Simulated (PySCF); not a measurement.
# ClGeH7Si2: the cost of one run

Computed with PySCF 2.14.0, with density-fitted response routines of our own, on a single molecule in the gas phase. Atoms count from 0, in the outputs and in this text.

## Step 1: The starting structure

11 atoms, charge 0, multiplicity 1; geometry from: GFN2-xTB. The atoms were then displaced at random by about 0.01 Å, so the start is not that level's minimum.

Bonds of the start (Å): Cl0–Si1 2.07, Si1–Si2 2.31, Si2–Ge3 2.39, Si1–H4 1.47, Si1–H5 1.46, Si2–H6 1.46, Si2–H7 1.48, Ge3–H8 1.52, Ge3–H9 1.47, Ge3–H10 1.49.

## Step 2: Relaxing the molecule at PBE0-D3(BJ)/def2-SVP

What the job is given:

```
{"job": {"xc": "PBE0", "basis": "def2-SVP", "d3": "d3bj", "grid": 1, "shake": 0.01, "kind": "geom"}, "charge": 0, "multiplicity": 1}
Cl    -1.158900    -2.133750     0.587950
Si    -1.940420    -0.261050     0.198870
Si    -0.100070     1.037150    -0.329090
Ge     1.876380    -0.266800    -0.032560
H     -2.924340    -0.439020    -0.875560
H     -2.677690     0.138420     1.399960
H     -0.130740     1.541580    -1.698300
H      0.026390     2.242980     0.519350
H      2.022640    -0.777830     1.386730
H      3.154930     0.397700    -0.304910
H      1.889930    -1.505210    -0.868090
```

Started as:

```sh
$ OMP_NUM_THREADS=1 python probes_run.py task.json out
```

The driver reads the jobs from task.json and runs them one after another.

Q: Estimate the wall time and peak memory of this first job on 1 thread of Arm Neoverse N1, shared host.

About 69 s, with a peak of 0.5 GiB.
